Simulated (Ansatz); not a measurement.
A run of Ansatz 0.2.0 is set up as follows.

The input input.yaml:

```yaml
crystal:
  lattice:
    - [2.7775881998, 0.0, 0.0]
    - [-1.3887940999, 2.4054619423, 0.0]
    - [0.0, 0.0, 4.808602]
  atoms:
    - { symbol: Ag, position: [0.0, 0.0, 0.5] }
    - { symbol: Rh, position: [0.6666666667, 0.3333333333, 0.0] }
kpoints:
  mp_grid: { grid: [11, 11, 6] }
scf:
  occupations: { method: fermi_dirac, width: 0.05 }
hamiltonian:
  xc: pbesol
  pseudopotentials: { kind: all_electron, lapw: { basis_error: 0.001 } }
output:
  forces: true
  stress: true
  eigenvalues: true
  populations: true
```

Potentials or basis: all-electron LAPW, scalar-relativistic.

The run is started by

```bash
$ ansatz run input.yaml --threads 1 --pin off --max-ram 3072MiB --backend cpu --events-out ev --progress --plain --runs-dir out
```

(1) What does it give for the band gap on the k mesh?

(2) What does it give for the pressure?

Results:

(1) none (metal or under the smearing width).

(2) -10.6 GPa.
